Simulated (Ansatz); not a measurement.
**CCSD/def2-SVP run of C2H4AlFO (SMILES C=C[O][AlH][F])**

Aim: the vertical ionisation energy of C2H4AlFO at CCSD/def2-SVP, from 2 runs. 

The calculation is run with Ansatz 0.2.0.

127 further runs of the same task are left out: 127 set aside as unsound or not needed.

**1. The structure to begin with**

C2H4AlFO: 9 atoms, total charge 0, spin state singlet. SMILES: `C=C[O][AlH][F]`. The coordinates come from a PBE0-D4/def2-TZVP relaxation. This is one conformer, not always the lowest.

Bond lengths: C1–C2 1.325 Å, C2–O3 1.346 Å, O3–Al4 1.684 Å, Al4–F5 1.640 Å, C1–H6 1.083 Å, C1–H7 1.081 Å, C2–H8 1.090 Å, Al4–H9 1.565 Å. Angles: C1–C2–O3 123.2°, C2–O3–Al4 137.8°, O3–Al4–F5 116.4°, C1–C2–H8 121.1°, O3–C2–H8 115.7°, C2–C1–H6 121.4°, C2–C1–H7 119.7°, O3–Al4–H9 123.2°, F5–Al4–H9 120.5°, H6–C1–H7 119.0°.

**2. The energy at CCSD/def2-SVP**

Contents of run.yaml:

```yaml
crystal:
  periodic: [false, false, false]
  atoms:
    - {symbol: C, position_ang: [-1.562000, -0.360100, 1.103900]}
    - {symbol: C, position_ang: [-0.728000, -0.312900, 0.075500]}
    - {symbol: O, position_ang: [0.490300, 0.256500, 0.139600]}
    - {symbol: Al, position_ang: [1.800800, 0.519300, -0.884800]}
    - {symbol: F, position_ang: [3.087600, 1.301600, -0.235000]}
    - {symbol: H, position_ang: [-1.297700, 0.065300, 2.064100]}
    - {symbol: H, position_ang: [-2.527700, -0.832200, 0.988500]}
    - {symbol: H, position_ang: [-0.999000, -0.743100, -0.888800]}
    - {symbol: H, position_ang: [1.824300, 0.059200, -2.380300]}
basis:
  gaussian:
    orbitals: def2-SVP
magnetization:
  spin_polarized: false
accuracy: high
total_charge: 0
scf:
  omitted_lower_state_checks: [cluster_reference, increment]
correlation:
  method: ccsd
  frozen_orbitals: {Al: 5, C: 1, F: 1, H: 0, O: 1}
```

On the command line:

```bash
ansatz run run.yaml --threads 1 --pin off --max-ram 3480MiB --events-out events.jsonl --progress --plain --runs-dir runs
```

What it wrote, shortened:

```text
Warning: RAYON_NUM_THREADS=1 ignored (pool sized by the plan → 1); use --threads N
Functional definition: HF
  name "HF"
[...]
2095 factors; integrals over basis functions are off by at most 5.5e-9 eV
[...]
mean field -13445.36282716 eV, -494.1079703037 hartree, gradient 1.5e-8 eV, S^2 0.000000; 0 other end points of the search recorded, 0 dependent functions left out
9 core orbitals not correlated: weight in the atoms' cores, before any rotation towards them, 1.000 or more for the frozen orbitals, at most 0.000 for the correlated occupied ones
reference -13445.36282716 eV, -494.1079703037 hartree; 14, 14 occupied and 71, 71 virtual orbitals, 2095 factors
second order -18.81717952 eV of doubles, -0.00000000 eV of singles
cycle   1  -19.12764303 eV  change   -3.1e-1 eV  update   1.1e-1
[...]
cycle  21  -19.74301078 eV  change  -7.9e-10 eV  update   1.7e-9
Total energy: -13465.10583794 eV, -494.8335125676 hartree
Checks for a lower state left out: cluster_reference, increment
```

It took 24 s on 1 thread of Arm Neoverse V1, shared host; peak memory 0.6 GiB.

**3. The doublet cation at the same level**

run.yaml, as its differences from that of step 2:

```diff
@@ -13,12 +13,7 @@
 basis:
-  gaussian:
-    orbitals: def2-SVP
-magnetization:
-  spin_polarized: false
+  gaussian: {orbitals: def2-SVP}
+total_charge: 1
+magnetization: {spin_polarized: true, initial_magnetization: 1}
+correlation: {method: ccsd, frozen_orbitals: {Al: 5, C: 1, F: 1, H: 0, O: 1}}
 accuracy: high
-total_charge: 0
-scf:
-  omitted_lower_state_checks: [cluster_reference, increment]
-correlation:
-  method: ccsd
-  frozen_orbitals: {Al: 5, C: 1, F: 1, H: 0, O: 1}
+scf: {omitted_lower_state_checks: [cluster_reference, increment]}
```

On the command line:

```bash
ansatz run run.yaml --threads 1 --pin off --max-ram 3480MiB --events-out events.jsonl --progress --plain --runs-dir runs
```

What it wrote, shortened:

```text
Warning: RAYON_NUM_THREADS=1 ignored (pool sized by the plan → 1); use --threads N
[... 2 set-up lines as earlier in the session ...]
[...]
2094 factors; integrals over basis functions are off by at most 5.5e-9 eV
[...]
mean field -13437.22398180 eV, -493.8088732538 hartree, gradient 2.2e-8 eV, S^2 0.763092; 1 other end points of the search recorded, 0 dependent functions left out
9 core orbitals not correlated: weight in the atoms' cores, before any rotation towards them, 1.000 or more for the frozen orbitals, at most 0.000 for the correlated occupied ones
reference -13437.22398180 eV, -493.8088732538 hartree; 14, 13 occupied and 71, 72 virtual orbitals, 2094 factors
second order -17.73267030 eV of doubles, -0.00000000 eV of singles
cycle   1  -18.12112013 eV  change   -3.9e-1 eV  update   1.2e-1
[...]
cycle  28  -18.76280882 eV  change   4.7e-10 eV  update   2.2e-9
Total energy: -13455.98679063 eV, -494.4983937601 hartree
Checks for a lower state left out: cluster_reference, increment
```

Run time: 97 s. Hardware: 1 thread of Arm Neoverse V1, shared host; peak memory 1.2 GiB.

**4. Outcome**

Level: CCSD/def2-SVP, 9 core orbitals frozen.

```
                                                     quantity          value
                               singlet C2H4AlFO: total energy  -494.83351 Eh
singlet C2H4AlFO: correlation energy (9 core orbitals frozen)     -725.5 mEh
                              singlet C2H4AlFO: T1 diagnostic          0.014
                                 doublet cation: total energy  -494.49839 Eh
  doublet cation: correlation energy (9 core orbitals frozen)     -689.5 mEh
            doublet cation: ⟨S²⟩ of the reference determinant          0.763
                                doublet cation: T1 diagnostic          0.021
           vertical ionisation energy (to the doublet cation)       9.119 eV
```

In words: The vertical ionisation energy comes to 9.12 eV (880 kJ/mol).
